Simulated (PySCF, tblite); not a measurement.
**C₃H₉NSSi: geometry, infrared bands and NMR shifts**

Wanted: the infrared bands and NMR shifts of C₃H₉NSSi (`[H]/N=C\CCS[SiH3]`), by calculation.

Programs: tblite 0.8.0 and PySCF 2.14.0, with density-fitted response routines of our own. Each step states its level of theory. These are calculated values for one molecule in the gas phase, unless marked as measured. Atoms are numbered from 0 throughout.

## Step 1: The molecule as given

15 atoms, charge 0, multiplicity 1; geometry from: force field or distance geometry start.

Bonds of the start (Å): N0–C1 1.29, C1–C2 1.49, C2–C3 1.53, C3–S4 1.79, S4–Si5 2.13, N0–H6 1.04, C1–H7 1.11, C2–H8 1.12, C2–H9 1.11, C3–H10 1.11, C3–H11 1.11, Si5–H12 1.47, Si5–H13 1.47, Si5–H14 1.48.

## Step 2: Relaxing the molecule with GFN2-xTB

The job: settings as JSON, then the geometry in Å.

```
{"job": {"kind": "relax", "xc": "GFN2-xTB", "basis": "xTB"}, "charge": 0, "multiplicity": 1}
N      3.070500    -0.446900    -0.221500
C      2.092600    -0.011500     0.503400
C      0.823000     0.490200    -0.089400
C      0.248100    -0.710600    -0.844100
S     -1.287100    -0.162500    -1.585500
Si    -2.806400     0.343100    -0.178600
H      2.949900    -0.433100    -1.250000
H      2.248700    -0.030600     1.598900
H      0.071100     0.727800     0.699000
H      0.995400     1.327700    -0.789400
H      1.002100    -0.974900    -1.617900
H      0.148800    -1.559000    -0.140700
H     -2.788700    -0.501500     1.028000
H     -4.101600     0.179900    -0.846100
H     -2.671000     1.769900     0.206400
```

On the command line:

```
> OMP_NUM_THREADS=1 python probes_run.py task.json out
```

One launch serves the whole session: the jobs run in the order shown.

**Question.** This job is followed by: GFN2-xTB harmonic vibrations, gas phase; GIAO PBE0/pcSseg-1 NMR shielding, non-relativistic, gas phase. What will the session give for the following? strongest single infrared mode (GFN2-xTB); zero-point energy (GFN2-xTB); ¹³C shifts against TMS (PBE0/pcSseg-1); ¹H shifts against TMS (PBE0/pcSseg-1, means over atoms taken as alike); ¹⁵N shifts against NH3 (PBE0/pcSseg-1); ³³S shifts against CS2 (PBE0/pcSseg-1); ²⁹Si shifts against TMS (PBE0/pcSseg-1); surface potential, 1st and 99th percentile.

**Answer**, as computed:

```
                                                              quantity                              value
                             strongest single infrared mode (GFN2-xTB)               774 cm⁻¹, 433 km/mol
                                          zero-point energy (GFN2-xTB)                      70.0 kcal/mol
                                ¹³C shifts against TMS (PBE0/pcSseg-1)              174.5, 50.2, 31.8 ppm
¹H shifts against TMS (PBE0/pcSseg-1, means over atoms taken as alike)  10.95, 7.65, 4.60, 2.53, 2.28 ppm
                                ¹⁵N shifts against NH3 (PBE0/pcSseg-1)                          365.4 ppm
                                ³³S shifts against CS2 (PBE0/pcSseg-1)                           -172 ppm
                               ²⁹Si shifts against TMS (PBE0/pcSseg-1)                          -55.0 ppm
                                 surface potential, 1st and 99th percentile                 -1.84 V and 1.43 V
```

**Reading.** The optimisation took 119 steps and gained 0.503 eV; among the close pairs (by a distance rule), N0–C1 changed most, from 1.293 to 1.251 Å. All 39 modes are real, so the xTB geometry is a minimum. The strongest single mode, at 774 cm⁻¹, is carried by H14, H13, H12. GFN2-xTB is a fitted tight-binding method: band positions and strengths are rough. Its intensities can rank the bands wrongly. At PBE0/pcSseg-1: The widest tensor belongs to N0: span 645 ppm, with a paramagnetic part of -416 ppm. By nearest atom (PBE0/pcSseg-1), the HOMO sits on S4 63 %; N0 13 % and the LUMO on N0 26 %; C1 26 %.
